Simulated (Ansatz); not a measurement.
# AlCo3B: the cost of one run

Method: DFT PBE, scalar-relativistic, plane waves, PAW, in Ansatz 0.2.0.

## Step 1: The system as given

It takes space group Pm-3m (No. 221, cubic). Conventional cell: a = 3.822 Å, b = 3.822 Å, c = 3.822 Å, α = 90.00°, β = 90.00°, γ = 90.00°. Around Al (site symmetry m-3m) lie 12 Fe at 2.70 Å. Fe (site symmetry 4/mmm) has 2 B at 1.91 Å as nearest neighbours. Around B (site symmetry m-3m) lie 6 Fe at 1.91 Å.

As a file:

```xyz
5
Lattice="3.8223 0.0000 0.0000 0.0000 3.8223 0.0000 0.0000 0.0000 3.8223" Properties=species:S:1:pos:R:3 pbc="T T T"
Al    1.9112    1.9112    1.9112
Fe    1.9112    0.0000    0.0000
Fe    0.0000    1.9112    0.0000
Fe    0.0000    0.0000    1.9112
B     0.0000    0.0000    0.0000
```

The structure comes from the Materials Project (structure only).

## Step 2: One element swapped, cell strained: Fe → Co, first probe

The change: Co takes all sites of Fe, and lengths are scaled by 0.982 as a first guess of the size; strain xx, yy, zz, yz, xz, xy = -3.3, -3.3, -3.3, +0.0, +0.0, +0.0 %.

Contents of input.yaml:

```yaml
crystal:
  lattice:
    - [3.6284134298, 0.0, 0.0]
    - [0.0, 3.6284134298, 0.0]
    - [0.0, 0.0, 3.6284134298]
  atoms:
    - { symbol: Al, position: [0.5, 0.5, 0.5] }
    - { symbol: Co, position: [0.5, 0.0, 0.0], spin: 3.0 }
    - { symbol: Co, position: [0.0, 0.5, 0.0], spin: 3.0 }
    - { symbol: Co, position: [0.0, 0.0, 0.5], spin: 3.0 }
    - { symbol: B, position: [0.0, 0.0, 0.0] }
basis:
  ecutwfc: 420
kpoints:
  mp_grid: { grid: [6, 6, 6] }
hamiltonian:
  xc: pbe
scf:
  occupations: { method: gaussian, width: 0.1 }
  lower_state_search: "off"
output:
  forces: true
  stress: true
  eigenvalues: true
  populations: true
magnetization:
  spin_polarized: true
```

On the command line:

```console
ansatz run input.yaml --threads 1 --pin off --max-ram 2560MiB --backend cpu --events-out ev --progress --plain --runs-dir out
```

Q: Estimate wall time and peak memory on 1 thread of an x86-64 CPU, shared host.

About 14 s, with a peak of 0.38 GiB.
